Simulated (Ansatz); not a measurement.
# CH7Cl2GaOSi: how energies converge with the basis set

One table from this session's results is given with a row withheld; the runs are named, their logs left out.

The runs use Ansatz 0.2.0, Gaussian basis; one geometry, several basis sets.

Levels to be run: PBE0-D4/def2-SVP; ωB97M-V/def2-SVP; PBE0-D4/def2-QZVPP; ωB97M-V/def2-QZVPP; the functionals' def2-TZVPP values are taken from earlier runs.

### Structure used throughout

The geometry comes from an earlier relaxation with PBE0-D4 in a triple-zeta def2 set; it is a stationary point, not always the lowest conformer.

SMILES `[CH3][Ga-]([Cl])([Cl])[OH+][SiH3]`, 13 atoms, charge 0, spin multiplicity 1.

Atoms are counted from 1 here; the program's logs count them from 0.

Bond lengths: C1–Ga2 1.948 Å, C1–H7 1.091 Å, C1–H8 1.091 Å, C1–H9 1.090 Å, Ga2–Cl3 2.176 Å, Ga2–Cl4 2.186 Å, Ga2–O5 2.102 Å, O5–Si6 1.697 Å, O5–H10 0.967 Å, Si6–H11 1.483 Å, Si6–H12 1.474 Å, Si6–H13 1.477 Å. Angles: Ga2–C1–H7 110.2°, Ga2–C1–H8 109.8°, Ga2–C1–H9 110.3°, H7–C1–H8 108.4°, H7–C1–H9 109.4°, H8–C1–H9 108.7°, C1–Ga2–Cl3 120.4°, C1–Ga2–Cl4 120.9°, C1–Ga2–O5 106.8°, Cl3–Ga2–Cl4 112.8°, Cl3–Ga2–O5 96.3°, Cl4–Ga2–O5 90.3°, Ga2–O5–Si6 126.0°, Ga2–O5–H10 102.4°, Si6–O5–H10 117.5°, O5–Si6–H11 106.2°, O5–Si6–H12 104.7°, O5–Si6–H13 110.5° and more.

Set-up of the first run:

File in.yaml:

```yaml
crystal:
  periodic: [false, false, false]
  atoms:
    - {symbol: C, position_ang: [-0.635983, -2.184020, 0.490106]}
    - {symbol: Ga, position_ang: [-0.771246, -0.296102, 0.950802]}
    - {symbol: Cl, position_ang: [-2.291013, 0.955943, 0.024642]}
    - {symbol: Cl, position_ang: [-0.165378, 0.425224, 2.923142]}
    - {symbol: O, position_ang: [0.883267, 0.663612, 0.078810]}
    - {symbol: Si, position_ang: [0.866327, 1.585979, -1.345937]}
    - {symbol: H, position_ang: [-0.693099, -2.312147, -0.591710]}
    - {symbol: H, position_ang: [-1.458753, -2.736221, 0.946764]}
    - {symbol: H, position_ang: [0.305597, -2.595989, 0.854562]}
    - {symbol: H, position_ang: [1.333600, 1.038803, 0.847394]}
    - {symbol: H, position_ang: [2.285379, 1.791734, -1.722587]}
    - {symbol: H, position_ang: [0.159222, 0.743367, -2.327243]}
    - {symbol: H, position_ang: [0.202679, 2.884917, -1.114044]}
basis:
  gaussian: {orbitals: def2-SVP}
hamiltonian: {xc: pbe0, dispersion: d4}
output: {orbitals: {seedname: orbitals}}
```

Command:

```bash
$ ansatz run in.yaml --threads 4 --pin off --events-out ev --progress --plain --max-ram 11315MiB
```

Steps of the session up to this table: PBE0-D4 in def2-SVP; ωB97M-V in def2-SVP; PBE0-D4 in def2-QZVPP; ωB97M-V in def2-QZVPP.

One table of the session follows, with a row left open; its other results are not shown here.

It belongs to the step «Functionals by basis». 

| functional | basis | HOMO (eV) |
| --- | --- | --- |
| PBE0-D4 | def2-SVP | -8.09 |
| PBE0-D4 | def2-TZVPP | -8.23 |
| PBE0-D4 | def2-QZVPP | ? |
| ωB97M-V | def2-SVP | -10.25 |
| ωB97M-V | def2-TZVPP | -10.42 |
| ωB97M-V | def2-QZVPP | -10.47 |

**Question.** Estimate the row for PBE0-D4, def2-QZVPP.

**Answer.** HOMO (eV): -8.26. In the column «HOMO (eV)» it lies between ωB97M-V, def2-SVP (-10.25) and PBE0-D4, def2-TZVPP (-8.23).
